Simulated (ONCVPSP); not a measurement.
**Bi: generating and testing an ONCV potential**

Do these settings give a usable potential? It is generated, then checked for transferability, scattering, ghosts and hardness.

Method: ONCVPSP 4.0.1.1 (patched build), PBE, scalar-relativistic.

### Step 1. The design

Typed settings, in words:

```json
{
  "element": "bismuth (Bi, Z = 83)",
  "type": "optimised norm-conserving Vanderbilt (ONCV)",
  "frozen core": "[Kr] 4d10 4f14",
  "valence charge": "23",
  "reference configuration": "5s2 5p6 5d10 6s2 6p3",
  "partial waves": "5s+6s: rc 1.15 bohr, ncon 4, nbas 7, qcut 9.1 1/bohr, 2 projectors; 5p+6p: rc 1.55 bohr, ncon 3, nbas 7, qcut 10.9 1/bohr, 2 projectors; 5d: rc 1.40 bohr, ncon 5, nbas 9, qcut 10.3 1/bohr, 2 projectors, debl 2.9 Ha",
  "local potential": "polynomial inside 1.00 bohr (lpopt 5, dvloc0 0 Ha)",
  "core correction": "polynomial model core, fcfact 0.45"
}
```

The nodes and maxima of the atom's own shells, from an earlier all-electron run, set the scale for the radii.

All-electron outer shells of the reference configuration (PBE, scalar-relativistic, ld1.x):

```tsv
shell	level (eV)	outermost node (bohr)	outermost maximum (bohr)
4d	-430.06	0.19	0.38
5s	-157.79	0.44	0.77
4f	-152.59	–	0.34
5p	-95.86	0.48	0.86
5d	-27.08	0.51	1.03
6s	-14.48	0.98	1.88
6p	-4.57	1.14	2.44
```

### Step 2. Generating the potential

Input file Bi.dat:

```
# ATOM AND REFERENCE CONFIGURATION
# atsym  z   nc   nv     iexc    psfile
  Bi 83.00   10    5        4      upf
#
#   n    l    f
    1    0    2.00
    2    0    2.00
    2    1    6.00
    3    0    2.00
    3    1    6.00
    3    2   10.00
    4    0    2.00
    4    1    6.00
    4    2   10.00
    4    3   14.00
    5    0    2.00
    5    1    6.00
    5    2   10.00
    6    0    2.00
    6    1    3.00
#
# PSEUDOPOTENTIAL AND OPTIMIZATION
# lmax
    2
#
#   l,   rc,      ep,       ncon, nbas, qcut
    0    1.15    0.00    4    7    9.10
    1    1.55    0.00    3    7   10.90
    2    1.40    0.00    5    9   10.30
#
# LOCAL POTENTIAL
# lloc, lpopt,  rc(5),   dvloc0
    4    5    1.00    0.00
#
# VANDERBILT-KLEINMAN-BYLANDER PROJECTORs
# l, nproj, debl
    0    2    2.60
    1    2    1.40
    2    2    2.90
#
# MODEL CORE CHARGE
# icmod, fcfact, rcfact
    1    0.45    0.00
#
# LOG DERIVATIVE ANALYSIS
# epsh1, epsh2, depsh
   -7.00    5.00    0.04
#
# OUTPUT GRID
# rlmax, drl
    6.00    0.01
#
# TEST CONFIGURATIONS
# ncnf
    4
# nvcnf
#   n    l    f
    5
    5    0    2.00
    5    1    6.00
    5    2   10.00
    6    0    2.00
    6    1    2.00
#
    5
    5    0    2.00
    5    1    6.00
    5    2   10.00
    6    0    2.00
    6    1    1.00
#
    5
    5    0    2.00
    5    1    6.00
    5    2   10.00
    6    0    2.00
    6    1    0.00
#
    5
    5    0    2.00
    5    1    6.00
    5    2   10.00
    6    0    1.00
    6    1    0.00
#
```

Launch:

```console
oncvpsp.x < Bi.dat > Bi.out
```

**Question.** What will these runs give? Wanted: cutoffs for 1 and 0.1 mHa per electron, occupied waves; bound ghosts; GHOST(+) flags; largest test error; largest phase difference near zero energy, channels read; rms error of d²Exc/dn², without and with the model core.

**Answer**, as computed:

```
                                                quantity                              value
  cutoffs for 1 and 0.1 mHa per electron, occupied waves                    39 Ha and 83 Ha
                                            bound ghosts                         none found
                                          GHOST(+) flags                        s at 184 eV
                            largest test error (AE − PS)  -46 meV, for 5s2 5p6 5d10 6s1 6p0
largest phase difference near zero energy, channels read                          0.000 rad
 rms error of d²Exc/dn², without and with the model core                  4.10 and 0.60 mHa
```

**Reading.** The worst unpolarised test, 5s2 5p6 5d10 6s1 6p0, is off by 46 meV on 91.9 eV; by total energies transferability rates as fair. That test lies far up in energy; among those under 40 eV, nearer to bonding, the largest error is 11 meV. The potential is hard: the looser tolerance needs 39 Ha. It is free of bound ghosts as far as tested. Near zero energy the phases of the channels with partial waves agree within 0.001 rad. The program also flags highly localised states, GHOST(+) (s). Note that the frozen 4f shell (-153 eV) lies higher than the valence 5s shell (-158 eV).
